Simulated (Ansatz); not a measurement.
Predict the output of the script below (Ansatz 0.2.0 through its Python package).

Contents of `li5b4.yaml`:
```yaml
crystal:
  lattice:
    - [3.206568, 1.851313, 3.049701]
    - [-3.206568, 1.851313, 3.049701]
    - [0.0, -3.702626, 3.049701]
  atoms:
    - { symbol: Li, position: [0.278458, 0.711938, 0.711938] }
    - { symbol: Li, position: [0.711938, 0.278458, 0.711938] }
    - { symbol: Li, position: [0.711938, 0.711938, 0.278458] }
    - { symbol: Li, position: [0.787013, 0.787013, 0.787013] }
    - { symbol: Li, position: [0.309881, 0.309881, 0.309881] }
    - { symbol: B, position: [0.811935, 0.220593, 0.220593] }
    - { symbol: B, position: [0.220593, 0.811935, 0.220593] }
    - { symbol: B, position: [0.220593, 0.220593, 0.811935] }
    - { symbol: B, position: [0.022651, 0.022651, 0.022651] }
kpoints:
  mp_grid: { grid: [5, 5, 5] }
hamiltonian:
  xc: pbe
scf:
  occupations: { method: fermi_dirac, width: 0.15 }
basis:
  ecutwfc: "19 Ha"
  xc_grid: 1
output:
  forces: true
```

`yaml_run.py`
```python
from collections import Counter

import ansatz as az
import numpy as np

planned = az.Session.from_deck("li5b4.yaml").plan(threads=1, pin="off")
res = planned.execute()
summary = res.report

print("%-22s %14.5f eV" % ("F = E - TS", summary["free_energy_ev"]))
print("%-22s %14.5f eV" % ("E", summary["internal_energy_ev"]))
print("%-22s %14.5f eV" % ("Harris-Foulkes", summary["harris_foulkes_ev"]))
print("%-22s %14.5f eV" % ("Fermi level", summary["fermi_energy_ev"]))

forces = np.array(summary["forces_ev_ang"])
norms = np.linalg.norm(forces, axis=1)
print("largest force {:.4f} eV/A on atom {}".format(norms.max(), norms.argmax()))
print(np.array2string(forces, precision=4, suppress_small=True))

told = Counter((n["data"]["severity"], n["data"]["kind"]) for n in res.notices if n["event"] == "notice")
for (severity, kind), count in sorted(told.items()):
    print(f"{severity:8s} {kind} x{count}")
```

```console
$ python yaml_run.py
F = E - TS                -1642.66444 eV
E                         -1642.52374 eV
Harris-Foulkes            -1642.66444 eV
Fermi level                   3.37430 eV
largest force 0.0473 eV/A on atom 3
[[-0.0318 -0.0184 -0.0018]
 [ 0.0318 -0.0184 -0.0018]
 [-0.      0.0368 -0.0018]
 [ 0.     -0.      0.0473]
 [-0.     -0.     -0.0108]
 [-0.0084 -0.0049  0.0012]
 [ 0.0084 -0.0049  0.0012]
 [ 0.      0.0097  0.0012]
 [ 0.     -0.     -0.0335]]
audit    band_cg_iterations x1
audit    preconditioner_resolved x1
```

These settings explore the input space; cutoff and mesh may be short of convergence. The mesh is modest for a metal, so energies can be off by several to tens of meV an atom and pressures by half a GPa or more; differences at equal mesh fare better. An absolute Fermi energy rests on an arbitrary zero of the periodic potential and has no direct meaning. The smearing is wide enough that free energy and stress hold a thermal part of the electrons. This cell is a computed structure, which may not be the phase found in nature. Hardware and time: 5 s on 1 thread of Arm Neoverse V2 (shared host), peak memory 0.38 GiB.

(Lines on the test bed's own set-up are left out of the output.)
